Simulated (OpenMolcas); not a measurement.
# Co³⁺: CASSCF and CASPT2 terms and fine-structure levels, part 1 of 3

Which level of Co³⁺ lies lowest, and where do the others fall? The reference wave functions come first, then spin-orbit coupling, then second-order correlation under several settings.

Method: state-averaged CASSCF and CASPT2, spin-orbit coupling by RASSI with atomic mean-field integrals. Code: OpenMolcas 26.06.

1 further run of the same task is left out (it didn't finish).

## Step 1: The atom as given

| Quantity | Value |
| --- | --- |
| Species | Co³⁺ (cobalt, Z = 27, 24 electrons) |
| Basis | ANO-RCC-VTZP [6s5p3d2f1g], 59 functions |
| Scalar Hamiltonian | DKH2, point nucleus |
| Inactive shells | 1s 2s 2p 3s 3p |
| Active space | 6 electrons in 10 orbitals (3d 4d) |
| Some configurations of this space | 3d6 |
| Orbitals | optimised for each spin and parity, averaged over all roots |

The outer shells:

3d6
```
3d [↑↓][↑ ][↑ ][↑ ][↑ ]
```

The work runs as a chain of OpenMolcas steps in one folder; each step below is one input file. Labels, J, g values, rates, χT and fits are worked out afterwards by a script from the matrices that RASSI stores.

## Step 2: GATEWAY and SEWARD: basis and integrals

File a.inp:

```
&GATEWAY
Coord
1

Co 0.0 0.0 0.0
Basis=ANO-RCC-VTZP
Group=XYZ
NoMove
AngMom=0.0 0.0 0.0
AMFI
&SEWARD
```

On the command line:

```console
$ OMP_NUM_THREADS=1 MOLCAS_MEM=1689 MOLCAS_PROJECT=a pymolcas a.inp > a.log
```

Standard output:

```text
Basis set label: CO.ANO-RCC...6S5P3D2F1G.

      Electronic valence basis set:
      ------------------
      Associated Effective Charge  27.000000 au
      Associated Actual Charge     27.000000 au
      Nuclear Model: Point charge

      Shell  nPrim  nBasis  Cartesian Spherical Contaminant
         s      21       6        X
         p      15       5        X
         d      10       3                 X
         f       6       2                 X
         g       4       1                 X
                  Relativistic Douglas-Kroll-Hess integrals:
                    - DKH order of Hamiltonian: 2
                    - DKH order of Properties : 0
                  Atomic mean-field integrals
```

## Step 3: Start orbitals from a smaller active space

File a.inp:

```
&RASSCF
FileOrb=start.orb
Symmetry=1
Spin=5
nActEl=6 0 0
Inactive=3 6
Ras2=5 0
CIRoot=5 5 1
SDav=5
CIMx=300
Iter=120 100
PrWF=0.3
OrbListing=Nothing
MaxOrb=0
Atom
>>> COPY $Project.JobIph JOBPRE
```

Its output is not shown; its orbitals start the next step.

## Step 4: CASSCF: quintets of even parity, 5 roots

File a.inp:

```
&RASSCF
FileOrb=start.orb
Symmetry=1
Spin=5
nActEl=6 0 0
Inactive=3 6
Ras2=10 0
CIRoot=5 5 1
SDav=2310
CIMx=300
Iter=120 100
PrWF=0.3
OrbListing=Nothing
MaxOrb=0
Atom
>>> COPY $Project.JobIph JOB001
```

On the command line:

```console
$ OMP_NUM_THREADS=1 MOLCAS_MEM=1689 MOLCAS_PROJECT=a pymolcas a.inp > a.log
```

Standard output, cut to the lines that bear on the results:

```text
[...]
      Number of active orbitals                 10
[...]
      Spin quantum number                      2.0
[...]
      Active orbitals                           10   0
[...]
      Number of CSFs                          2310
      Number of root(s) required                 5
[...]
      Convergence after  9 iterations
[...]
      Natural orbitals and occupation numbers for root  1
      sym 1:   1.990248   0.997022   0.997101   0.996976   0.996748   0.009211   0.003141   0.003091   0.003294   0.003169
      Natural orbitals and occupation numbers for root  2
      sym 1:   0.997003   0.996747   1.990248   0.996996   0.997101   0.003152   0.003295   0.009211   0.003091   0.003157
      Natural orbitals and occupation numbers for root  3
      sym 1:   0.997083   0.996887   0.997101   0.996776   1.990248   0.003221   0.003102   0.003091   0.009211   0.003281
::    RASSCF root number  1 Total energy:  -1389.89401281
::    RASSCF root number  2 Total energy:  -1389.89401281
::    RASSCF root number  3 Total energy:  -1389.89401281
::    RASSCF root number  4 Total energy:  -1389.89401281
::    RASSCF root number  5 Total energy:  -1389.89401281
```

## Step 5: Reference wave functions, triplets of even parity, 45 roots

File a.inp:

```
&RASSCF
FileOrb=start.orb
Symmetry=1
Spin=3
nActEl=6 0 0
Inactive=3 6
Ras2=10 0
CIRoot=45 45 1
SDav=500
CIMx=300
Iter=120 100
PrWF=0.3
OrbListing=Nothing
MaxOrb=0
Atom
>>> COPY $Project.JobIph JOB002
```

On the command line:

```console
$ OMP_NUM_THREADS=1 MOLCAS_MEM=1689 MOLCAS_PROJECT=a pymolcas a.inp > a.log
```

Standard output, cut to the lines that bear on the results:

```text
[...]
      Number of active orbitals                 10
[...]
      Spin quantum number                      1.0
[...]
      Active orbitals                           10   0
[...]
      Number of CSFs                          6930
      Number of root(s) required                45
[...]
      Convergence after  7 iterations
[...]
      Natural orbitals and occupation numbers for root  1
      sym 1:   1.155737   1.431442   1.104230   1.442181   0.843076   0.004492   0.005894   0.004140   0.003007   0.005800
      Natural orbitals and occupation numbers for root  2
      sym 1:   1.121317   1.389938   1.025642   1.513123   0.926638   0.004374   0.006195   0.003814   0.003364   0.005595
      Natural orbitals and occupation numbers for root  3
      sym 1:   1.088109   1.511703   0.946746   1.407721   1.022378   0.005691   0.006184   0.003460   0.004147   0.003862
::    RASSCF root number  1 Total energy:  -1389.77876165
::    RASSCF root number  2 Total energy:  -1389.77876165
[...]
::    RASSCF root number 27 Total energy:  -1389.74903947
::    RASSCF root number 28 Total energy:  -1389.74903947
::    RASSCF root number 29 Total energy:  -1389.74903947
::    RASSCF root number 30 Total energy:  -1389.74903947
```

## Step 6: Reference wave functions, singlets of even parity, 44 roots

File a.inp:

```
&RASSCF
FileOrb=start.orb
Symmetry=1
Spin=1
nActEl=6 0 0
Inactive=3 6
Ras2=10 0
CIRoot=44 44 1
SDav=500
CIMx=300
Iter=120 100
PrWF=0.3
OrbListing=Nothing
MaxOrb=0
Atom
>>> COPY $Project.JobIph JOB003
```

On the command line:

```console
$ OMP_NUM_THREADS=1 MOLCAS_MEM=1689 MOLCAS_PROJECT=a pymolcas a.inp > a.log
```

Standard output, cut to the lines that bear on the results:

```text
[...]
      Number of active orbitals                 10
[...]
      Spin quantum number                      0.0
[...]
      Active orbitals                           10   0
[...]
      Number of CSFs                          4950
      Number of root(s) required                44
[...]
      Convergence after  9 iterations
[...]
      Natural orbitals and occupation numbers for root  1
      sym 1:   0.885601   1.948065   1.141236   1.007464   0.994356   0.003757   0.007940   0.004502   0.003699   0.003380
      Natural orbitals and occupation numbers for root  2
      sym 1:   0.896715   1.941832   1.127482   1.024296   0.986381   0.003692   0.007916   0.004428   0.003855   0.003404
      Natural orbitals and occupation numbers for root  3
      sym 1:   0.881002   1.939460   1.148289   0.989100   1.018860   0.003790   0.007904   0.003391   0.004547   0.003656
::    RASSCF root number  1 Total energy:  -1389.72175260
::    RASSCF root number  2 Total energy:  -1389.72175260
[...]
::    RASSCF root number 27 Total energy:  -1389.66739977
::    RASSCF root number 28 Total energy:  -1389.66739977
::    RASSCF root number 29 Total energy:  -1389.63253203
::    RASSCF root number 30 Total energy:  -1389.63253203
```

## Step 7: State interaction with spin-orbit coupling

File a.inp:

```
&RASSI
NrOfJobIphs=3 5 45 44
1 2 3 4 5
1 2 3 4 5 6 7 8 9 10 11 12 13 14 15 16 17 18 19 20 21 22 23 24 25 26 27
28 29 30 31 32 33 34 35 36 37 38 39 40 41 42 43 44 45
1 2 3 4 5 6 7 8 9 10 11 12 13 14 15 16 17 18 19 20 21 22 23 24 25 26 27
28 29 30 31 32 33 34 35 36 37 38 39 40 41 42 43 44
IphNames
JOB001
JOB002
JOB003
EJob
SpinOrbit
DIPRint=1.0
SOCoupling=1000.0
Subsets=2
MEES
Property=10
'ANGMOM' 1 'ANGMOM' 2 'ANGMOM' 3 'MLTPL  1' 1 'MLTPL  1' 2 'MLTPL  1' 3
'AMFI' 1 'AMFI' 2 'AMFI' 3 'MLTPL  2' 6
SOProperty=3
'ANGMOM' 1 'ANGMOM' 2 'ANGMOM' 3
```

Standard output, cut to the lines that bear on the results:

```text
[...]
Eigenvalues of complex Hamiltonian:
   -----------------------------------
  (Shifted by EMIN (a.u.) =      -1389.8940128050)
 SO State       Relative EMIN(au)   Rel lowest level(eV)    D:o, cm**(-1)     J-value
     1            -0.0028860078        0.0000000005              0.0000         3.6
     2            -0.0028860078        0.0000000005              0.0000         3.3
     3            -0.0028860078        0.0000000008              0.0000         3.4
     4            -0.0028860078        0.0000000009              0.0000         3.3
     5            -0.0028860078        0.0000000002              0.0000         2.8
     6            -0.0028860078        0.0000000000              0.0000         3.1
     7            -0.0028860078        0.0000000007              0.0000         3.2
     8            -0.0028860078        0.0000000001              0.0000         3.1
     9            -0.0028860078        0.0000000002              0.0000         2.9
    10            -0.0001230457        0.0751840288            606.4001         2.2
    11            -0.0001230457        0.0751840298            606.4001         2.8
[...]
```

These steps: 5.4 min of run time, 1 thread, shared host.

Spin-free terms, from the roots grouped by L:

| configuration | term | E (cm-1) |
| --- | --- | --- |
| 3d6 | 5D | 0.0 |
| 3d6 | 3H | 25295 |
| 3d6 | 3P(1) | 28233 |
| 3d6 | 3F(1) | 28945 |
| 3d6 | 3G | 31818 |
| 3d6 | 1I | 37807 |
| 3d6 | 1G(1) | 39958 |
| 3d6 | 3D | 40665 |
| 3d6 | 1S | 46254 |
| 3d6 | 1D | 49736 |
| 3d6 | 1F | 57388 |
| 3d6 | 3F(2) | 66388 |
| 3d6 | 3P(2) | 67044 |
| 3d6 | 1G(2) | 75682 |

Levels with spin-orbit coupling, from the RASSI matrices grouped by J:

```json
{"Configuration": "3d6", "Term": "5D", "J": "4", "E (cm-1)": "0.0", "g": "1.501", "Leading %": "100"}
{"Configuration": "3d6", "Term": "5D", "J": "3", "E (cm-1)": "606", "g": "1.501", "Leading %": "100"}
{"Configuration": "3d6", "Term": "5D", "J": "2", "E (cm-1)": "1029", "g": "1.501", "Leading %": "100"}
{"Configuration": "3d6", "Term": "5D", "J": "1", "E (cm-1)": "1300", "g": "1.501", "Leading %": "100"}
{"Configuration": "3d6", "Term": "5D", "J": "0", "E (cm-1)": "1432", "g": "", "Leading %": "100"}
{"Configuration": "3d6", "Term": "3H", "J": "6", "E (cm-1)": "25603", "g": "1.166", "Leading %": "100"}
{"Configuration": "3d6", "Term": "3H", "J": "5", "E (cm-1)": "25898", "g": "1.036", "Leading %": "99"}
{"Configuration": "3d6", "Term": "3H", "J": "4", "E (cm-1)": "26106", "g": "0.805", "Leading %": "98"}
{"Configuration": "3d6", "Term": "3P(1)", "J": "2", "E (cm-1)": "27925", "g": "1.500", "Leading %": "100"}
{"Configuration": "3d6", "Term": "3F(1)", "J": "4", "E (cm-1)": "29154", "g": "1.236", "Leading %": "93"}
{"Configuration": "3d6", "Term": "3F(1)", "J": "3", "E (cm-1)": "29499", "g": "1.070", "Leading %": "96"}
{"Configuration": "3d6", "Term": "3F(1)", "J": "2", "E (cm-1)": "29757", "g": "0.667", "Leading %": "100"}
{"Configuration": "3d6", "Term": "3P(1)", "J": "1", "E (cm-1)": "29812", "g": "1.499", "Leading %": "100"}
{"Configuration": "3d6", "Term": "3P(1)", "J": "0", "E (cm-1)": "30575", "g": "", "Leading %": "99"}
{"Configuration": "3d6", "Term": "3G", "J": "5", "E (cm-1)": "32196", "g": "1.198", "Leading %": "99"}
{"Configuration": "3d6", "Term": "3G", "J": "4", "E (cm-1)": "32775", "g": "1.058", "Leading %": "94"}
{"Configuration": "3d6", "Term": "3G", "J": "3", "E (cm-1)": "33004", "g": "0.764", "Leading %": "96"}
{"Configuration": "3d6", "Term": "1I", "J": "6", "E (cm-1)": "38484", "g": "1.001", "Leading %": "100"}
{"Configuration": "3d6", "Term": "1G(1)", "J": "4", "E (cm-1)": "40773", "g": "1.001", "Leading %": "99"}
{"Configuration": "3d6", "Term": "3D", "J": "1", "E (cm-1)": "41142", "g": "0.501", "Leading %": "100"}
{"Configuration": "3d6", "Term": "3D", "J": "2", "E (cm-1)": "41192", "g": "1.167", "Leading %": "99"}
{"Configuration": "3d6", "Term": "3D", "J": "3", "E (cm-1)": "41388", "g": "1.333", "Leading %": "100"}
{"Configuration": "3d6", "Term": "1S", "J": "0", "E (cm-1)": "47042", "g": "", "Leading %": "99"}
{"Configuration": "3d6", "Term": "1D", "J": "2", "E (cm-1)": "50467", "g": "1.001", "Leading %": "99"}
{"Configuration": "3d6", "Term": "1F", "J": "3", "E (cm-1)": "57959", "g": "1.001", "Leading %": "99"}
{"Configuration": "3d6", "Term": "3P(2)", "J": "0", "E (cm-1)": "66437", "g": "", "Leading %": "100"}
{"Configuration": "3d6", "Term": "3F(2)", "J": "2", "E (cm-1)": "66929", "g": "0.666", "Leading %": "100"}
{"Configuration": "3d6", "Term": "3P(2)", "J": "1", "E (cm-1)": "67047", "g": "1.501", "Leading %": "100"}
{"Configuration": "3d6", "Term": "3F(2)", "J": "4", "E (cm-1)": "67103", "g": "1.250", "Leading %": "100"}
{"Configuration": "3d6", "Term": "3F(2)", "J": "3", "E (cm-1)": "67120", "g": "1.083", "Leading %": "99"}
{"Configuration": "3d6", "Term": "3P(2)", "J": "2", "E (cm-1)": "68359", "g": "1.500", "Leading %": "100"}
{"Configuration": "3d6", "Term": "1G(2)", "J": "4", "E (cm-1)": "76365", "g": "1.001", "Leading %": "100"}
```

Orbitals of the lowest block:

| shell | space | energy (hartree) | mean occupation | ⟨r²⟩ (bohr²) |
| --- | --- | --- | --- | --- |
| 1s | inactive | -287.1936 | 2.000 | 0.00421 |
| 2s | inactive | -36.9125 | 2.000 | 0.0761 |
| 2p | inactive | -31.6830 | 6.000 | 0.0618 |
| 3s | inactive | -6.0526 | 2.000 | 0.687 |
| 3p | inactive | -4.4493 | 6.000 | 0.767 |
| 3d | RAS2 |  | 5.977 | 1.15 |
| 4d | RAS2 |  | 0.023 | 4.85 |

Transitions at CASSCF energies (vacuum wavelengths; branching counts decays inside the model space alone):

| upper | lower | type | λ (nm) | A (s-1) | branching % |
| --- | --- | --- | --- | --- | --- |
| 3d6 3F4(2) | 3d6 3H6 | E2 | 241 | 6.40e+00 | 44.6 |
| 3d6 3D3 | 3d6 5D4 | M1 | 241.6 | 6.11e-01 | 56.1 |
| 3d6 3F3(2) | 3d6 3H5 | E2 | 242.6 | 6.29e+00 | 46.4 |
| 3d6 3F2(2) | 3d6 3H4 | E2 | 245 | 6.67e+00 | 50.2 |
| 3d6 3P2(2) | 3d6 3P2(1) | E2 | 247.3 | 1.13e+00 | 16.6 |
| 3d6 3P1(2) | 3d6 3P2(1) | E2 | 255.6 | 2.65e+00 | 36.7 |
| 3d6 3P2(2) | 3d6 3P1(1) | E2 | 259.4 | 1.32e+00 | 19.5 |
| 3d6 3F4(2) | 3d6 3F4(1) | E2 | 263.5 | 2.43e+00 | 16.9 |
| 3d6 1G4(2) | 3d6 1I6 | E2 | 264 | 7.63e+00 | 70.9 |
| 3d6 3F3(2) | 3d6 3F3(1) | E2 | 265.8 | 1.67e+00 | 12.3 |
| 3d6 3F2(2) | 3d6 3F2(1) | E2 | 269 | 1.61e+00 | 12.1 |
| 3d6 3F4(2) | 3d6 3G5 | E2 | 286.5 | 2.39e+00 | 16.6 |
| 3d6 3F3(2) | 3d6 3G4 | E2 | 291.2 | 2.20e+00 | 16.2 |
| 3d6 3F2(2) | 3d6 3G3 | E2 | 294.8 | 2.33e+00 | 17.5 |
| 3d6 3F4(1) | 3d6 5D4 | M1 | 343 | 1.31e+00 | 83.4 |
| 3d6 3F3(1) | 3d6 5D3 | M1 | 346.1 | 7.08e-01 | 65.4 |
| 3d6 3P1(1) | 3d6 5D2 | M1 | 347.4 | 1.75e+00 | 79.2 |
| 3d6 3P2(1) | 3d6 5D3 | M1 | 366.1 | 1.35e+00 | 91.1 |
| 3d6 3P2(2) | 3d6 3D3 | E2 | 370.8 | 8.57e-01 | 12.6 |
| 3d6 1D2 | 3d6 3F3(1) | M1 | 476.9 | 7.53e-01 | 39.8 |
| 3d6 1G4(1) | 3d6 3H5 | M1 | 672.2 | 5.47e-01 | 34.0 |
| 3d6 1G4(1) | 3d6 3F4(1) | M1 | 860.7 | 5.07e-01 | 31.5 |

(Continued in part 2 of 3.)
